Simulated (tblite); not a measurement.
# C2H3BeN: the cost of one run

Computed with tblite 0.8.0 and PySCF 2.14.0; each step states its level. No surroundings beyond the atoms listed, unless a continuum is named. Atoms count from 0, parts from 1.

### 1 Starting point

7 atoms, charge 2, multiplicity 1; geometry: rigid parts in contact. Parts: 1 = atom 0, `[Be+2]`, charge 2; 2 = atoms 1–6, `CC#N`, charge 0.

### 2 Docking the parts with GFN2-xTB

Job settings and geometry (Å):

```
{"job": {"kind": "dock", "xc": "GFN2-xTB", "basis": "xTB"}, "charge": 2, "multiplicity": 1, "parts": [{"atoms": "0-0", "charge": 2, "multiplicity": 1}, {"atoms": "1-6", "charge": 0, "multiplicity": 1}]}
Be     0.000000     0.000000     0.000000
C      2.933697    -2.894908     2.066610
C      1.888888    -2.475574     1.174099
N      1.057889    -2.141889     0.464514
H      3.892793    -2.530098     1.701235
H      2.747658    -2.490166     3.060558
H      2.954815    -3.982785     2.116465
```

With the program's defaults for keys left out, this is: GFN2-xTB search for minima from random contacts, gas phase.

The run is started by

```console
> OMP_NUM_THREADS=1 python cluster_run.py task.json out
```

One launch serves the whole session: the jobs run in the order shown.

Q: Estimate the wall time of this first job on 1 thread of Intel Xeon 6975P-C, shared host.

About 5.9 s.
